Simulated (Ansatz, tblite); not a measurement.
**C10H22: rung by rung**

An exercise on one series of results from a longer session: the logs are not shown, and one member is left open.

Method: as each input shows; program: Ansatz 0.2.0, Gaussian basis.

The runs, in order: GFN1-xTB, GFN2-xTB, PBE-D4/def2-TZVP, r2SCAN-D4/def2-TZVP, revPBE-D4/def2-TZVP, B2PLYP/def2-TZVP, PBE-D4/def2-SVP, PBE0-D4/def2-SVP, HF/6-31G, B3LYP-D4/6-31G, MP2/def2-SVP.

**The structure**

The singlet was relaxed beforehand with PBE-D4/def2-SVP.

SMILES `CCC(C)(C)CC(C)(C)C`, 32 atoms, charge 0, spin multiplicity 1.

Bond lengths: C1–C2 1.530 Å, C1–H11 1.108 Å, C1–H12 1.109 Å, C1–H13 1.109 Å, C2–C3 1.551 Å, C2–H14 1.111 Å, C2–H15 1.113 Å, C3–C4 1.544 Å, C3–C5 1.545 Å, C3–C6 1.561 Å, C4–H16 1.106 Å, C4–H17 1.110 Å, C4–H18 1.110 Å, C5–H19 1.110 Å, C5–H20 1.110 Å, C5–H21 1.109 Å, C6–C7 1.561 Å, C6–H22 1.113 Å and more. Angles: C2–C1–H11 112.4°, C2–C1–H12 111.9°, C2–C1–H13 110.8°, H11–C1–H12 107.4°, H11–C1–H13 107.1°, H12–C1–H13 107.0°, C1–C2–C3 116.9°, C1–C2–H14 109.8°, C1–C2–H15 108.6°, C3–C2–H14 108.6°, C3–C2–H15 107.3°, H14–C2–H15 104.9°, C2–C3–C4 107.9°, C2–C3–C5 109.5°, C2–C3–C6 114.5°, C4–C3–C5 106.9°, C4–C3–C6 111.8°, C5–C3–C6 106.0° and more.

As a file:

```
C     1.93469    1.73886   -0.79325
C     1.48250    0.32411   -1.16106
C     1.11428   -0.62279    0.01139
C     0.90043   -2.03701   -0.56924
C     2.30529   -0.71619    0.99145
C    -0.10665   -0.15394    0.86290
C    -1.51516    0.20454    0.29282
C    -2.07285   -0.84042   -0.69064
C    -2.46354    0.26539    1.51138
C    -1.54106    1.59123   -0.38174
H     1.18691    2.27263   -0.17440
H     2.88911    1.73374   -0.22929
H     2.09926    2.34870   -1.70479
H     0.62118    0.37361   -1.86124
H     2.29529   -0.16845   -1.74068
H     0.18084   -2.05116   -1.40857
H     1.85995   -2.43985   -0.95529
H     0.53108   -2.73948    0.20647
H     2.10994   -1.47484    1.77753
H     3.23342   -1.01414    0.46027
H     2.50088    0.24679    1.50470
H     0.21722    0.72764    1.45980
H    -0.26236   -0.95866    1.61637
H    -2.04832   -1.86271   -0.26180
H    -3.12970   -0.60465   -0.93569
H    -1.51252   -0.85680   -1.64618
H    -2.54370   -0.72409    2.00774
H    -2.10169    0.99297    2.26763
H    -3.48445    0.57571    1.20620
H    -1.17653    2.38028    0.30827
H    -0.92469    1.63129   -1.29964
H    -2.57907    1.85766   -0.67141
```

PBE0-D4/def2-TZVP was run before; its log isn't repeated, and its numbers join the tables.

The first run:

Tight binding, by tblite at 300 K electronic temperature and without a spin-polarisation term:

```python
tblite.interface.Calculator('GFN1-xTB', numbers, positions, charge=0, uhf=0).singlepoint()
```

Tight binding, by tblite at 300 K electronic temperature and without a spin-polarisation term:

```python
tblite.interface.Calculator('GFN2-xTB', numbers, positions, charge=0, uhf=0).singlepoint()
```

start.molden holds the orbitals of an earlier run on this state, given as this run's starting guess.

Input file in.yaml:

```yaml
crystal:
  periodic: [false, false, false]
  atoms:
    - {symbol: C, position_ang: [1.934689, 1.738864, -0.793249]}
    - {symbol: C, position_ang: [1.482501, 0.324112, -1.161060]}
    - {symbol: C, position_ang: [1.114284, -0.622792, 0.011388]}
    - {symbol: C, position_ang: [0.900426, -2.037005, -0.569237]}
    - {symbol: C, position_ang: [2.305288, -0.716186, 0.991453]}
    - {symbol: C, position_ang: [-0.106646, -0.153938, 0.862900]}
    - {symbol: C, position_ang: [-1.515155, 0.204537, 0.292818]}
    - {symbol: C, position_ang: [-2.072845, -0.840423, -0.690640]}
    - {symbol: C, position_ang: [-2.463543, 0.265393, 1.511385]}
    - {symbol: C, position_ang: [-1.541055, 1.591234, -0.381736]}
    - {symbol: H, position_ang: [1.186907, 2.272631, -0.174401]}
    - {symbol: H, position_ang: [2.889112, 1.733740, -0.229291]}
    - {symbol: H, position_ang: [2.099264, 2.348704, -1.704788]}
    - {symbol: H, position_ang: [0.621177, 0.373609, -1.861239]}
    - {symbol: H, position_ang: [2.295295, -0.168452, -1.740682]}
    - {symbol: H, position_ang: [0.180836, -2.051156, -1.408572]}
    - {symbol: H, position_ang: [1.859946, -2.439853, -0.955292]}
    - {symbol: H, position_ang: [0.531079, -2.739480, 0.206473]}
    - {symbol: H, position_ang: [2.109941, -1.474845, 1.777531]}
    - {symbol: H, position_ang: [3.233425, -1.014144, 0.460270]}
    - {symbol: H, position_ang: [2.500884, 0.246793, 1.504696]}
    - {symbol: H, position_ang: [0.217217, 0.727640, 1.459796]}
    - {symbol: H, position_ang: [-0.262364, -0.958660, 1.616368]}
    - {symbol: H, position_ang: [-2.048323, -1.862705, -0.261796]}
    - {symbol: H, position_ang: [-3.129698, -0.604649, -0.935690]}
    - {symbol: H, position_ang: [-1.512515, -0.856800, -1.646181]}
    - {symbol: H, position_ang: [-2.543696, -0.724088, 2.007741]}
    - {symbol: H, position_ang: [-2.101688, 0.992967, 2.267631]}
    - {symbol: H, position_ang: [-3.484452, 0.575714, 1.206197]}
    - {symbol: H, position_ang: [-1.176530, 2.380283, 0.308268]}
    - {symbol: H, position_ang: [-0.924694, 1.631295, -1.299642]}
    - {symbol: H, position_ang: [-2.579068, 1.857659, -0.671408]}
basis:
  gaussian: {orbitals: def2-TZVP, initial_orbitals: start.molden}
hamiltonian: {xc: pbe, dispersion: d4}
scf: {omitted_lower_state_checks: [starts]}
output: {orbitals: {seedname: orbitals}}
```

The run is started by

```bash
> ansatz run in.yaml --threads 4 --pin off --events-out ev --progress --plain --max-ram 6963MiB
```

Steps of the session up to this table: PBE-D4/def2-TZVP; r2SCAN-D4/def2-TZVP; revPBE-D4/def2-TZVP; B2PLYP/def2-TZVP; PBE-D4/def2-SVP; PBE0-D4/def2-SVP; HF/6-31G; B3LYP-D4/6-31G; MP2/def2-SVP.

One table of the session follows, with a row left open; its other results are not shown here.

It belongs to the step «Binding energy». 

```
              level  binding an atom (eV)
           HF/6-31G                 3.041
        HF/def2-SVP                     ?
    PBE-D4/def2-SVP                 4.257
   PBE-D4/def2-TZVP                 4.216
revPBE-D4/def2-TZVP                 4.137
r2SCAN-D4/def2-TZVP                 4.152
     B3LYP-D4/6-31G                 4.111
   PBE0-D4/def2-SVP                 4.222
  PBE0-D4/def2-TZVP                 4.175
       MP2/def2-SVP                 4.032
```

Estimate the missing values for HF/def2-SVP.

**Answer.** binding an atom (eV): 3.204. In the column «binding an atom (eV)» it lies between HF/6-31G (3.041) and MP2/def2-SVP (4.032).

Limits of these values: Free atoms were run apart at each level; binding is atoms less cluster, divided by the number of atoms, without zero-point or spin-orbit terms.
